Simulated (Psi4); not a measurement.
# A workflow on BHSClF (SMILES FB(S)Cl)

Wanted: a structure relaxation (BP86/def2-SVP), then the harmonic vibrations of BHSClF. 

Program for the calculation: Psi4 1.11.

### 1 The system as given

BHSClF: 5 atoms, total charge 0, spin state singlet. SMILES: `FB(S)Cl`. All atoms were displaced at random from a relaxed shape. The run starts from this shape.

Bond lengths: F1–B2 1.160 Å, B2–S3 1.877 Å, B2–Cl4 1.708 Å, S3–H5 1.399 Å. Angles: F1–B2–S3 120.7°, F1–B2–Cl4 124.0°, S3–B2–Cl4 114.5°, B2–S3–H5 94.1°.

### 2 A geometry optimisation at BP86/def2-SVP (density fitting) (run 1)

input.inp reads:

```
memory 1600 mb

molecule mol {
  0 1
  F     -0.578405    -1.098369     0.673166
  B     -0.502158    -0.256020    -0.120241
  S      1.026340     0.827877    -0.223980
  Cl    -1.810835     0.271279    -1.083325
  H      1.711851     0.128113     0.774533
  units angstrom
}

set geom_maxiter 60

optimize("bp86/def2-SVP")
```

The run is started by

```sh
$ psi4 -n 1 input.inp input.out
```

input.out:

```text
[...]
  Running in c1 symmetry.
[...]
  Nuclear repulsion =  188.801542828234375
[...]
  Multiplicity = 1
[...]
  Nalpha       = 24
  Nbeta        = 24
[...]
    Number of basis functions: 69
[...]
   @DF-RKS iter   1:  -983.38228263469568    9.52899e-02   7.26793e-03 DIIS/ADIIS
[...]
   @DF-RKS iter   8:  -983.53357444708024    5.68434e-13   2.37337e-09 DIIS
[...]
  @DF-RKS Final Energy:  -983.53357444708024
   => Energetics <=
    Nuclear Repulsion Energy =            182.5286043522857540
    One-Electron Energy =               -1721.3806495940534660
    Two-Electron Energy =                 624.2338625298459647
    DFT Exchange-Correlation Energy =     -68.9153917351585363
    Empirical Dispersion Energy =           0.0000000000000000
    VV10 Nonlocal Energy =                  0.0000000000000000
    Total Energy =                       -983.5335744470802410
[...]
 Multipole Moments:
 ------------------------------------------------------------------------------------
     Multipole            Electronic (a.u.)      Nuclear  (a.u.)        Total (a.u.)
 ------------------------------------------------------------------------------------
 L = 1.  Multiply by 2.5417464519 to convert [e a0] to [Debye]
 Dipole X            :         -3.0393366            3.4622190            0.4228825
 Dipole Y            :         -1.4104033            1.3766996           -0.0337037
 Dipole Z            :         -0.2837418            0.5217958            0.2380540
 Magnitude           :                                                    0.4864516
[...]
  -Total Gradient:
     Atom            X                  Y                   Z
    ------   -----------------  -----------------  -----------------
       1       -0.000000095689     0.000025616305    -0.000010050652
       2       -0.000017047295    -0.000050619564     0.000009849095
       3       -0.000005654924     0.000010630043    -0.000000644305
       4       -0.000010668970    -0.000007969388     0.000007315529
       5        0.000000940413     0.000011699553    -0.000013248772
[...]
    Final optimized geometry and variables:
    Molecular point group: c1
    Full point group: C1
    Geometry (in Angstrom), charge = 0, multiplicity = 1:
    F           -0.118895885945    -1.304444118057     1.068788584230
    B           -0.006370245371    -0.272548411865     0.232302613508
    S            1.509574907323     0.712864876362     0.130308037320
    CL          -1.376447233793     0.142788962807    -0.804058901801
    H            2.180446054466    -0.001993223047     1.079584827919
    Psi4 run time: 0:00:29.25
[...]
```

On the terminal:

```text
Optimizer: Optimization complete!
```

Run time: 31 s. Hardware: 1 thread of AMD EPYC 7B13 (Zen 3), shared host; peak memory 0.42 GiB.

Step by step:

```csv
step,energy from the first frame kept (eV),largest force (eV/Å)
0,0.0000,12.3493
1,-0.7899,4.3916
2,-0.5708,3.1451
3,-0.8947,1.7948
4,-1.0083,0.6238
5,-1.0160,0.2285
6,-1.0168,0.0489
7,-1.0166,0.0341
8,-1.0169,0.0143
9,-1.0169,0.0028
```

After the run. Bond lengths: F1–B2 1.333 Å, B2–S3 1.811 Å, B2–Cl4 1.767 Å, S3–H5 1.365 Å. Angles: F1–B2–S3 121.8°, F1–B2–Cl4 119.0°, S3–B2–Cl4 119.2°, B2–S3–H5 95.0°.

### 3 The harmonic vibrations at BP86/def2-SVP (density fitting) (run 2)

job.in reads:

```
memory 1600 mb

molecule {
  F
  B 1 r2
  S 2 r3 1 a3
  Cl 2 r4 1 a4 3 d4
  H 3 r5 2 a5 1 d5

  r2 = 1.333108
  r3 = 1.810948
  a3 = 121.816
  r4 = 1.767388
  a4 = 118.97353
  d4 = -179.98579
  r5 = 1.364631
  a5 = 95.00847
  d5 = 0.02004
}

set globals {
  basis                      def2-SVP
  t                          400.0
  rotational_symmetry_number 1
}

freq('bp86')
```

The run is started by

```sh
$ psi4 -i job.in -o job.out -n 1
```

job.out (excerpt; [...] marks lines left out):

```text
[...]
  Running in c1 symmetry.
[...]
  Nuclear repulsion =  182.528641212786710
[...]
  Multiplicity = 1
[...]
  Nalpha       = 24
  Nbeta        = 24
[...]
    Number of basis functions: 69
[...]
   @DF-RKS iter   1:  -983.43989338370989   -9.77869e-02   6.45278e-03 ADIIS/DIIS
[...]
   @DF-RKS iter  11:  -983.53357250603813   -9.54969e-12   8.34006e-09 DIIS
[...]
  @DF-RKS Final Energy:  -983.53357250603813
   => Energetics <=
    Nuclear Repulsion Energy =            182.5183815204621851
    One-Electron Energy =               -1721.3608050118602932
    Two-Electron Energy =                 624.2236563438784742
    DFT Exchange-Correlation Energy =     -68.9148053585184215
    Empirical Dispersion Energy =           0.0000000000000000
    VV10 Nonlocal Energy =                  0.0000000000000000
    Total Energy =                       -983.5335725060381264
[...]
 Multipole Moments:
[...]
  -Total Gradient:
     Atom            X                  Y                   Z
    ------   -----------------  -----------------  -----------------
       1       -0.000008635636    -0.000006291591     0.000024637720
       2        0.000018155923    -0.000007455978    -0.000091545662
       3       -0.000008409970     0.000576352783     0.000861951333
       4       -0.000004070133     0.000005638661    -0.000002227254
       5        0.000002881391    -0.000534098379    -0.000799518687
[...]
  ==> Harmonic Vibrational Analysis <==
[...]
  Freq [cm^-1]                 227.5818            343.9844            370.5472
[...]
  IR activ [km/mol]             0.6040              5.3015             19.0670
[...]
  Freq [cm^-1]                 485.4730            529.0986            783.9279
[...]
  IR activ [km/mol]            10.7271              4.5458             31.4635
[...]
  Freq [cm^-1]                 974.9400           1288.8675           2601.8092
[...]
  IR activ [km/mol]            345.9427            247.4967             0.1560
[...]
  Total E_0, Enthalpy at 0 [K]                                                         -983.51624618 [Eh]
[...]
  Total H, Enthalpy at  400.00 [K]                                                     -983.50780350 [Eh]
[...]
  Total G, Gibbs energy at  400.00 [K]                                                 -983.55692457 [Eh]
[...]
```

Standard output:

```text
Warning: used thermodynamics relations inappropriate for low-frequency modes: ['227.5818' '343.9844' '370.5472' '485.4730' '529.0986']
```

Wall time 81 s (1 thread of AMD EPYC 7B13 (Zen 3), shared host); peak memory 0.42 GiB.

### 4 Results

```
                                                                    quantity             value
                               run 1, BP86/def2-SVP: total energy at the end     -983.53357 Eh
                                         run 1, BP86/def2-SVP: dipole moment            1.24 D
                                           run 1, BP86/def2-SVP: HOMO energy          -7.04 eV
                                           run 1, BP86/def2-SVP: LUMO energy          -1.40 eV
                                         run 1, BP86/def2-SVP: HOMO–LUMO gap           5.64 eV
                            run 2, BP86/def2-SVP: lowest harmonic wavenumber          228 cm⁻¹
                           run 2, BP86/def2-SVP: highest harmonic wavenumber         2602 cm⁻¹
                                     run 2, BP86/def2-SVP: zero-point energy       45.5 kJ/mol
run 2, BP86/def2-SVP: ideal-gas entropy at 400 K (symmetry number 1 as used)  77.1 cal/(mol K)
```

What this shows: The optimisation (run 1, BP86/def2-SVP) took 10 steps and changed the energy by -1.017 eV. All 9 modes (run 2, BP86/def2-SVP) are real, so the shape is a minimum at this level.
